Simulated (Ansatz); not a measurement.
NaTiO3, space group Pm-3m: an equation of state with a fit, run with the Ansatz DFT code, driven from Python.

`eos_natio3.py`:
```python
import ansatz
import numpy as np
from pymatgen.analysis.eos import EOS

VECTORS = np.array([
    [3.902333, 0.0, 0.0],
    [0.0, 3.902333, 0.0],
    [0.0, 0.0, 3.902333],
])
SITES = [
    ("Na", (0.0, 0.0, 0.0)),
    ("Ti", (0.5, 0.5, 0.5)),
    ("O", (0.5, 0.5, 0.0)),
    ("O", (0.5, 0.0, 0.5)),
    ("O", (0.0, 0.5, 0.5)),
]


def build(cell):
    crystal = ansatz.Crystal(lattice=ansatz.Lattice.of(cell))
    for symbol, position in SITES:
        crystal = crystal.atom(symbol, position)
    return crystal

volumes, energies, pressures = [], [], []
for scale in np.linspace(0.88, 1.12, 7):
    cell = VECTORS * scale ** (1 / 3)
    model = (
        build(cell).calculation()
        .functional("lda")
        .basis(470)
        .occupations("methfessel_paxton", width=0.1)
        .kpoints(6, 6, 6)
        .stress()
    )
    r = model.run(threads=1).report
    volumes.append(abs(np.linalg.det(cell)) / len(SITES))
    energies.append(r["free_energy_ev"] / len(SITES))
    pressures.append(np.trace(r["stress_gpa"]) / 3)
    print(f"V = {volumes[-1]:8.4f} A^3/atom  F = {energies[-1]:.5f} eV/atom  P = {pressures[-1]:8.3f} GPa")

for form in ["murnaghan", "vinet", "pourier_tarantola"]:
    fit = EOS(eos_name=form).fit(volumes, energies)
    print(f"{form:18s} V0 {fit.v0:8.4f} A^3/atom  B0 {fit.b0_GPa:7.1f} GPa  B1 {fit.b1:5.2f}")
```

From its runs, with one value withheld:

| V (Å³/atom) | F less the lowest row shown (meV/atom) |
| --- | --- |
| 10.459 | 19.31 |
| 10.934 | 0.00 |
| 11.410 | 4.73 |
| 11.885 | 28.58 |
| 12.361 | 67.60 |
| 12.836 | 118.64 |
| 13.311 | ? |

What is the missing energy at 13.311 Å³ an atom?

A third-order Birch-Murnaghan fit, E = E0 + (9 V0 B0 / 16) [(t - 1)³ B' + (t - 1)² (6 - 4t)] with t = (V0/V)^(2/3), through the 6 rows shown gives V0 = 11.065 Å³, B0 = 176.4 GPa, B' = 4.39 and E0 = -0.87 meV. At V = 13.311 Å³, t = 0.88405, and the fit extrapolates to 179.22 meV. The run gave 179.13 meV, a miss of 0.09 meV.

Notes:
- The cell holds an odd number of electrons and is run without spin, so a magnetic state may lie lower.
- The mesh is modest for a metal, so energies can be off by several to tens of meV an atom and pressures by half a GPa or more; differences at equal mesh fare better.
- Pressure is positive in compression.
- At these settings the cell as given stands under about -11 GPa, so it isn't at this functional's equilibrium volume.
- The structure comes from a database of computed cells and needn't be a stable or known phase.
- Finished in 16 s on 1 thread of Arm Neoverse V1, on a shared host, peak memory 0.49 GiB.
